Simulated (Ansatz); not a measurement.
# B2O (P-3m1) in Ansatz: convergence with smearing width

Aim: find how far smearing width must go before the results for B2O settle, at PBE. This setting moves, with any that are tied to it; all else stays.

Everything below comes from runs of Ansatz 0.2.0. Logs are shortened: lines on timing, memory, paths and dates and some standing lists are left out, and cuts for length are marked.

## (1) The structure

It takes space group P-3m1 (No. 164, trigonal). Conventional cell: a = 2.879 Å, b = 2.879 Å, c = 7.052 Å, α = 90.00°, β = 90.00°, γ = 120.00°. O (site symmetry 3m) has 4 B at 1.74 to 2.00 Å as nearest neighbours. B (site symmetry 3m) is surrounded by 3 B at 1.69 Å. Around B (site symmetry 3m) lie 1 B at 1.69 Å and 3 O at 1.74 Å.

## (2) With smearing width 0.3 eV

input.yaml

```yaml
crystal:
  lattice:
    - [2.879, 0.0, 0.0]
    - [-1.4395, 2.4932871375, 0.0]
    - [0.0, 0.0, 7.052]
  atoms:
    - { symbol: O, position: [0.3333333333, 0.6666666667, 0.694] }
    - { symbol: O, position: [0.6666666667, 0.3333333333, 0.306] }
    - { symbol: B, position: [0.3333333333, 0.6666666667, 0.977] }
    - { symbol: B, position: [0.6666666667, 0.3333333333, 0.023] }
    - { symbol: B, position: [0.0, 0.0, 0.62] }
    - { symbol: B, position: [0.0, 0.0, 0.38] }
hamiltonian:
  xc: pbe
  pseudopotentials: { kind: paw }
kpoints:
  mp_grid: { grid: [9, 9, 3] }
scf:
  occupations: { method: cold, width: 0.3 }
output:
  forces: true
  stress: true
  eigenvalues: true
```

Potentials or basis: Ansatz PAW.

Run with:

```console
$ ansatz run input.yaml --threads 2 --pin off --max-ram 5632MiB --backend cpu --events-out ev --progress --plain --runs-dir out
```

Output:

```text
Warning: RAYON_NUM_THREADS=2 ignored (pool sized by the plan → 2); use --threads N
Engine: ansatz 0.2.0, aarch64-unknown-linux-gnu
Pseudopotentials: kind: paw
Pseudopotential: O, paw, valence charge 6, recommended cutoff 420 eV (normal), O.paw.azcp
Pseudopotential: B, paw, valence charge 3, recommended cutoff 420 eV (normal), B.paw.azcp
Functional definition: PBE
  parameter kappa = 0.804
  parameter beta = 0.06672455060314922
  exchange = pbe_x(kappa = kappa, mu = beta*pi^2/3)
  correlation = pbe_c(beta = beta)
Crystal: 6 atoms, lattice volume = 50.620 Å³
Basis set: ecut = 420 eV, 995 PW (Γ), exchange–correlation on 40×40×96 points (8 copies of the dense FFT grid, shifted against one another)
Bands: 18, of which v1, the nominal top of the filled ones, is band 12 counted from 1 (11 counted from 0)
Symmetry: 12 space group operations
Space group: P-3m1 (ITA 164), of the structure as read, at distance tolerance 3.7e-5 Å
k-points: 31 of 243
Non-local potential: O, projectors of the file, l = 0: 2, l = 1: 2, l = 2: 1
Non-local potential: B, projectors of the file, l = 0: 2, l = 1: 2, l = 2: 1
PAW form: soft (Blöchl's): semilocal exchange-correlation on the pseudo side does not see the compensation charge
PAW one-centre angular grid: O, 110 points (default); XC on 64 Gauss nodes
PAW one-centre angular grid: B, 110 points (default); XC on 64 Gauss nodes
Initial density: superposition of atomic densities (neutral atoms: chi_scale 0, normalization atom), corrected by the library's trained network
Initial wavefunctions: pseudopotential atomic-orbital guess
Functional: x = pbe(κ = 0.804, μ = 0.2195149727645171), c = pbe(β = 0.06672455060314922)
SCF iter   1: F=—  HF=-1754.416998 eV  |F-HF|=—  |Δ(HF+E_count)|=         —  Δρ=1.45e-2  dr2=8.13e-2  ethr=1.77e-3  ⟨swp⟩=4.4  Hψ=2422  notcnv=0
preconditioner: auto → none  [metal: Δε(μ)=0.010 eV  Ē_g=12.747 eV  σ=0.300 eV  W_gap=0.02  n_scr=4 (ndim 8)  ℏωp=25.6 eV  f_vac=0.000  D(μ)=1.63/eV (n_scr^D=4)  sad-step TF]
SCF iter   2: F=—  HF=-1754.407860 eV  |F-HF|=—  |Δ(HF+E_count)|=   9.14e-3  S|Δr|=    0.00e0  Δρ=8.81e-3  dr2=3.66e-2  ethr=3.39e-4  ⟨swp⟩=1.0  Hψ=806  notcnv=0
SCF iter   3: F=—  HF=-1754.398935 eV  |F-HF|=—  |Δ(HF+E_count)|=   8.93e-3  S|Δr|=    0.00e0  Δρ=8.23e-4  dr2=1.83e-4  ethr=1.53e-4  ⟨swp⟩=2.7  Hψ=854  notcnv=0
SCF iter   4: F=—  HF=-1754.399024 eV  |F-HF|=—  |Δ(HF+E_count)|=   8.97e-5  S|Δr|=    0.00e0  Δρ=1.07e-4  dr2=5.07e-6  ethr=7.62e-7  ⟨swp⟩=2.4  Hψ=898  notcnv=0
SCF iter   5: F=—  HF=-1754.399020 eV  |F-HF|=—  |Δ(HF+E_count)|=   4.41e-6  S|Δr|=    0.00e0  Δρ=2.80e-5  dr2=6.31e-7  ethr=2.11e-8  ⟨swp⟩=2.0  Hψ=842  notcnv=0
SCF iter   6: F=-1754.399020 eV  HF=-1754.399020 eV  |F-HF|=1.65e-8  |Δ(HF+E_count)|=   3.88e-8  S|Δr|=    0.00e0  Δρ=9.39e-6  dr2=2.57e-8  ethr=4.17e-10  ⟨swp⟩=7.2  Hψ=2439  notcnv=0
SCF 1 converged in 6 iterations: F = -1754.399020 eV  dr2 = 2.57e-8
SCF converged after 6 iterations
Stability not checked: this state was not tested for a lower state beside it, because cold or Methfessel-Paxton smearing, or corrected tetrahedra, fill the levels in a way that the test cannot read (fill_not_monotonic; see scf.lower_state_search)
Free energy (F): -1754.399020 eV
Harris-Foulkes:  -1754.399020 eV  (|F-HF|=1.65e-8)
Internal energy: -1754.373179 eV  (E = F + TS)
E sigma→0 (E₀):  -1754.390406 eV
Entropy (-TS):   -0.025841 eV (-4.307 meV/atom)
Fermi energy:    8.884585 eV
--- Per-component energies (eV) ---
  E_band       = -20.354988
  E_kinetic    = 523.849760
  E_local      = -837.179214  (includes V_loc(G=0)·N_el)
  E_nonlocal   = 143.693034
  E_hartree    = 280.615275
  E_xc         = -269.355663
  E_vxc        = -332.057007  (∫ρ·V_xc dr)
  E_paw        = -628.420152  (= ΣΔE_a)
  E_vpaw       = -79.897112  (= ΣTr[D̂ρ^β])
  E_aug_tail   = 0.004688  (compensation charges beyond the density's cutoff)
  E_ewald      = -967.580907
  E_smearing   = -0.025841  (= −TS)
  E_closure    = -0.000000  (closes the sum)
  Σ components = -1754.399020   (vs F -1754.399020, Δ=0.00e0)
--- Forces (eV/Å), atoms counted from 1 ---
  atom   1  O      0.00000000    -0.00000000     0.13069709
  atom   2  O      0.00000000     0.00000000    -0.13069709
  atom   3  B     -0.00000000    -0.00000000     0.07799998
  atom   4  B     -0.00000000     0.00000000    -0.07799998
  atom   5  B      0.00000000    -0.00000000    -0.08523158
  atom   6  B      0.00000000     0.00000000     0.08523158
  max |Σ_I F_I| component: 2.78e-17 eV/Å
--- Stress (GPa, compression-positive) ---
      -28.448233       0.000000       0.000000
       -0.000000     -28.448233      -0.000000
        0.000000      -0.000000       0.439312
  P = ⅓ Tr σ = -18.8191 GPa (-188.191 kbar)
--- Band table (eV; the first three rows and the last of 31) ---
  k-point 0: bands = ["-14.6064", "-14.0958", "-3.6544", "-0.8251", "0.7632", "1.9249", "1.9249", "2.0548", "2.0548", "5.7484", "7.4267", "9.3791", "9.9338", "10.4624", "10.4624", "11.4356", "11.4356", "14.3993"]
  k-point 1: bands = ["-14.5948", "-14.1108", "-3.2320", "-2.0132", "1.9177", "1.9177", "2.0632", "2.0632", "2.2629", "4.4870", "8.1437", "9.0258", "10.1096", "10.3831", "10.3831", "11.5523", "11.5523", "14.3532"]
  k-point 2: bands = ["-14.4848", "-13.9943", "-3.4420", "-0.8719", "0.8095", "1.2861", "1.5600", "1.6752", "1.9492", "5.7638", "7.8632", "9.4970", "9.6259", "9.9829", "10.3688", "11.4560", "11.7253", "14.1690"]
  k-point 30: bands = ["-13.0763", "-13.0763", "-2.9108", "-1.6592", "-1.3837", "-1.3837", "1.1435", "1.1435", "3.3499", "3.8304", "3.8304", "4.4735", "11.3385", "11.3385", "13.0461", "13.1776", "13.1776", "13.2735"]
```

It took 0.78 s on 2 threads of Arm Neoverse V2, shared host; peak memory 0.3 GiB.

Results:

| Item | Value |
| --- | --- |
| Free energy | -1754.3990 eV |
| Pressure | -18.8 GPa |
| Largest force | 0.131 eV/Å |
| Band gap on the k mesh | none (metal or under the smearing width) |

## (3) With smearing width 0.2 eV

input.yaml: that of step 2 with these lines changed.

```diff
@@ -18,3 +18,3 @@
 scf:
-  occupations: { method: cold, width: 0.3 }
+  occupations: { method: cold, width: 0.2 }
 output:
```

Potentials or basis: Ansatz PAW.

Run with:

```console
$ ansatz run input.yaml --threads 2 --pin off --max-ram 5632MiB --backend cpu --events-out ev --progress --plain --runs-dir out
```

It took 0.79 s on 2 threads of Arm Neoverse V2, shared host; peak memory 0.29 GiB.

What came out:

| Property | Result |
| --- | --- |
| Free energy | -1754.3907 eV |
| Pressure | -18.8 GPa |
| Largest force | 0.127 eV/Å |
| Band gap on the k mesh | none (metal or under the smearing width) |

## (4) With smearing width 0.15 eV

input.yaml: that of step 3 with these lines changed.

```diff
@@ -18,3 +18,3 @@
 scf:
-  occupations: { method: cold, width: 0.2 }
+  occupations: { method: cold, width: 0.15 }
 output:
```

Run with:

```console
$ ansatz run input.yaml --threads 2 --pin off --max-ram 5632MiB --backend cpu --events-out ev --progress --plain --runs-dir out
```

Wall time 0.8 s (2 threads of Arm Neoverse V2, shared host); peak memory 0.3 GiB.

What came out:

- Free energy: -1754.3871 eV
- Pressure: -18.8 GPa
- Largest force: 0.124 eV/Å
- Band gap on the k mesh: none (metal or under the smearing width)

## (5) With smearing width 0.1 eV

input.yaml: that of step 4 with these lines changed.

```diff
@@ -18,3 +18,3 @@
 scf:
-  occupations: { method: cold, width: 0.15 }
+  occupations: { method: cold, width: 0.1 }
 output:
```

Run with:

```console
$ ansatz run input.yaml --threads 2 --pin off --max-ram 5632MiB --backend cpu --events-out ev --progress --plain --runs-dir out
```

Run time: 0.82 s. Hardware: 2 threads of Arm Neoverse V2, shared host; peak memory 0.29 GiB.

What came out:

```yaml
Free_energy: -1754.3839 eV
Pressure: -18.8 GPa
Largest_force: 0.134 eV/Å
Band_gap_on_the_k_mesh: none (metal or under the smearing width)
```

## (6) With smearing width 0.05 eV

input.yaml: that of step 5 with these lines changed.

```diff
@@ -18,3 +18,3 @@
 scf:
-  occupations: { method: cold, width: 0.1 }
+  occupations: { method: cold, width: 0.05 }
 output:
```

Potentials or basis: Ansatz PAW.

Run with:

```console
$ ansatz run input.yaml --threads 2 --pin off --max-ram 5632MiB --backend cpu --events-out ev --progress --plain --runs-dir out
```

It took 0.85 s on 2 threads of Arm Neoverse V2, shared host; peak memory 0.3 GiB.

The run converged. Its results:

| Property | Result |
| --- | --- |
| Free energy | -1754.3808 eV |
| Pressure | -18.9 GPa |
| Largest force | 0.163 eV/Å |
| Band gap on the k mesh | none (metal or under the smearing width) |

## (7) With smearing width 0.025 eV

input.yaml: that of step 6 with these lines changed.

```diff
@@ -18,3 +18,3 @@
 scf:
-  occupations: { method: cold, width: 0.05 }
+  occupations: { method: cold, width: 0.025 }
 output:
```

Run with:

```console
$ ansatz run input.yaml --threads 2 --pin off --max-ram 5632MiB --backend cpu --events-out ev --progress --plain --runs-dir out
```

It took 0.89 s on 2 threads of Arm Neoverse V2, shared host; peak memory 0.3 GiB.

Results (log left out):

```
Free energy            : -1754.3799 eV
Pressure               : -18.9 GPa
Largest force          : 0.179 eV/Å
Band gap on the k mesh : none (metal or under the smearing width)
```

## (8) With smearing width 0.01 eV

input.yaml: that of step 7 with these lines changed.

```diff
@@ -18,3 +18,3 @@
 scf:
-  occupations: { method: cold, width: 0.025 }
+  occupations: { method: cold, width: 0.01 }
 output:
```

Run with:

```console
$ ansatz run input.yaml --threads 2 --pin off --max-ram 5632MiB --backend cpu --events-out ev --progress --plain --runs-dir out
```

Run time: 1.1 s. Hardware: 2 threads of Arm Neoverse V2, shared host; peak memory 0.3 GiB.

It converged, with:

- Free energy: -1754.3796 eV
- Pressure: -18.9 GPa
- Largest force: 0.180 eV/Å
- Band gap on the k mesh: none (metal or under the smearing width)

## (9) With smearing width 0.005 eV

input.yaml: that of step 8 with these lines changed.

```diff
@@ -18,3 +18,3 @@
 scf:
-  occupations: { method: cold, width: 0.01 }
+  occupations: { method: cold, width: 0.005 }
 output:
```

Potentials or basis: Ansatz PAW.

Run with:

```console
$ ansatz run input.yaml --threads 2 --pin off --max-ram 5632MiB --backend cpu --events-out ev --progress --plain --runs-dir out
```

Wall time 0.99 s (2 threads of Arm Neoverse V2, shared host); peak memory 0.3 GiB.

Results (log left out):

```yaml
Free_energy: -1754.3795 eV
Pressure: -18.9 GPa
Largest_force: 0.177 eV/Å
Band_gap_on_the_k_mesh: none (metal or under the smearing width)
```

## (10) The series at a glance

```csv
smearing width,"energy less the tightest run, at zero smearing (meV/atom)",pressure (GPa),largest force (eV/Å),SCF cycles,CPU time (s),peak memory (GiB)
0.3 eV,-1.82,-18.82,0.131,6,1.4,0.3
0.2 eV,-1.02,-18.82,0.127,6,1.5,0.29
0.15 eV,-0.72,-18.82,0.124,6,1.5,0.3
0.1 eV,-0.39,-18.82,0.134,7,1.5,0.29
0.05 eV,-0.08,-18.87,0.163,8,1.6,0.3
0.025 eV,-0.04,-18.91,0.179,9,1.6,0.3
0.01 eV,-0.01,-18.92,0.180,12,2,0.3
0.005 eV,0.00,-18.91,0.177,10,1.9,0.3
```

Against the tightest run, the energy stays within 1 meV/atom from 0.15 eV on; the pressure stays within 0.1 GPa from 0.3 eV on; the largest force stays within 0.005 eV/Å from 0.025 eV on. Narrower smearing needs a denser k mesh, so at a fixed mesh the narrowest width isn't the most accurate. The tightest run that finished is the yardstick and may itself not be fully converged.

Caveats: so large a pressure means that the cell lies far from this level's equilibrium, or that cutoff or potentials fall short.
